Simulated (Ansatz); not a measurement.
# TaGa3: the cost of one run

Program: Ansatz 0.2.0. Level of theory: DFT PBEsol, scalar-relativistic. These are calculated values, not measurements.

**1. The structure to begin with**

Symmetry: I4/mmm, No. 139, tetragonal system. The conventional cell has a = 3.796 Å, b = 3.796 Å, c = 8.704 Å, α = 90.00°, β = 90.00°, γ = 90.00°. Ta (site symmetry 4/mmm) is surrounded by 12 Ga at 2.68 to 2.89 Å. Ga (site symmetry -4m2) has 8 Ga at 2.68 to 2.89 Å and 4 Ta at 2.89 Å in its first shell of neighbours. Ga (site symmetry 4/mmm) has 4 Ta at 2.68 Å and 8 Ga at 2.89 Å in its first shell of neighbours.

As a file:

```cif
data_structure
_symmetry_space_group_name_H-M 'P 1'
_symmetry_Int_Tables_number 1
_cell_length_a 5.1132
_cell_length_b 5.1132
_cell_length_c 5.1132
_cell_angle_alpha 136.421
_cell_angle_beta 136.421
_cell_angle_gamma 63.330
_cell_volume 62.71
loop_
_atom_site_label
_atom_site_type_symbol
_atom_site_fract_x
_atom_site_fract_y
_atom_site_fract_z
_atom_site_occupancy
Ta1 Ta 0.00000 0.00000 0.00000 1
Ga1 Ga 0.75000 0.25000 0.50000 1
Ga2 Ga 0.25000 0.75000 0.50000 1
Ga3 Ga 0.50000 0.50000 0.00000 1
```

Atoms are numbered in the order of the input: Ta1, Ga2, Ga3, Ga4.

**2. Volume × 0.96, LAPW**

The input, input.yaml:

```yaml
crystal:
  lattice:
    - [-1.8723482068, 1.8723482068, 4.293181979]
    - [1.8723482068, -1.8723482068, 4.293181979]
    - [1.8723482068, 1.8723482068, -4.293181979]
  atoms:
    - { symbol: Ta, position: [0.0, 0.0, 0.0] }
    - { symbol: Ga, position: [0.75, 0.25, 0.5] }
    - { symbol: Ga, position: [0.25, 0.75, 0.5] }
    - { symbol: Ga, position: [0.5, 0.5, 0.0] }
kpoints:
  mp_grid: { grid: [14, 14, 14] }
  band_path:
    path:
      - [0.0, 0.0, 0.0]
      - [0.0, 0.0, 0.5]
      - [0.25, 0.25, 0.25]
      - [0.0, 0.5, 0.0]
      - [0.0, 0.0, 0.0]
      - [0.5, 0.5, -0.5]
      - [0.2975504522, 0.7024495478, -0.2975504522]
      - [-0.2975504522, 0.2975504522, 0.2975504522]
      - [0.0, 0.0, 0.0]
    npoints: 5
scf:
  occupations: { method: fermi_dirac, width: 0.05 }
hamiltonian:
  xc: pbesol
  pseudopotentials: { kind: all_electron, lapw: { basis_error: 0.001 } }
output:
  forces: true
  stress: true
  eigenvalues: true
```

Launch:

```console
$ ansatz run input.yaml --threads 1 --pin off --max-ram 4096MiB --backend cpu --events-out ev --progress --plain --runs-dir out
```

Q: Estimate wall time and peak memory on 1 thread of Intel Xeon Platinum 8259CL at 2.50GHz (Skylake/Cascade Lake), shared host.

About 4.8 min, with a peak of 2.1 GiB.
